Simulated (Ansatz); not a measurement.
The system is CsLiCr2Te2S3.

```
CELL_PARAMETERS angstrom
3.60358 0.00000 0.00000
-1.80179 3.12079 0.00000
0.00000 0.00000 19.06651
ATOMIC_POSITIONS crystal
Cs 0.00000 0.00000 0.37399
Li 0.66667 0.33333 0.01607
Cr 0.00000 0.00000 0.86637
Cr 0.33333 0.66667 0.16833
Te 0.33333 0.66667 0.53891
Te 0.66667 0.33333 0.77276
S 0.00000 0.00000 0.10030
S 0.33333 0.66667 0.92920
S 0.66667 0.33333 0.23408
```

The cell was built by a generator and needn't be a form met in nature.

Program: Ansatz 0.2.0. Alike in all runs: potentials or basis Ansatz PAW; cell as given; cutoff (eV) 420; smearing fermi-dirac 0.05 eV.

Order these runs on this cell by their pressure, lowest first.
A. level PBEsol; spin collinear, ferromagnetic start; k mesh 9 × 9 × 2; points for each segment of the path 10
B. level LDA; spin collinear, ferromagnetic start; k mesh 9 × 9 × 2; points for each segment of the path 10
C. level PBE+U; spin collinear, ferromagnetic start; U Cr d U = 4 eV; k mesh 9 × 9 × 2; hubbard projectors ortho-atomic (the default); double counting fll (the default)
D. level PBE; spin non-collinear, ferromagnetic start, SOC; k mesh 6 × 6 × 1; points for each segment of the path 10
E. level PBE+U; spin collinear, ferromagnetic start; U Cr d U = 8 eV; k mesh 9 × 9 × 2; hubbard projectors ortho-atomic (the default); double counting fll (the default)

B (-4.9 GPa), A (-2.9 GPa), D (0.1 GPa), C (2.6 GPa), E (5.4 GPa).

Caveats: the magnetic or orbital state may not be the lowest (some runs); the PAW data sets come from PBE, with cores solved anew for the run's functional, which leaves a small shift of forces and pressure (some runs); the thresholds are loose for stress (some runs).
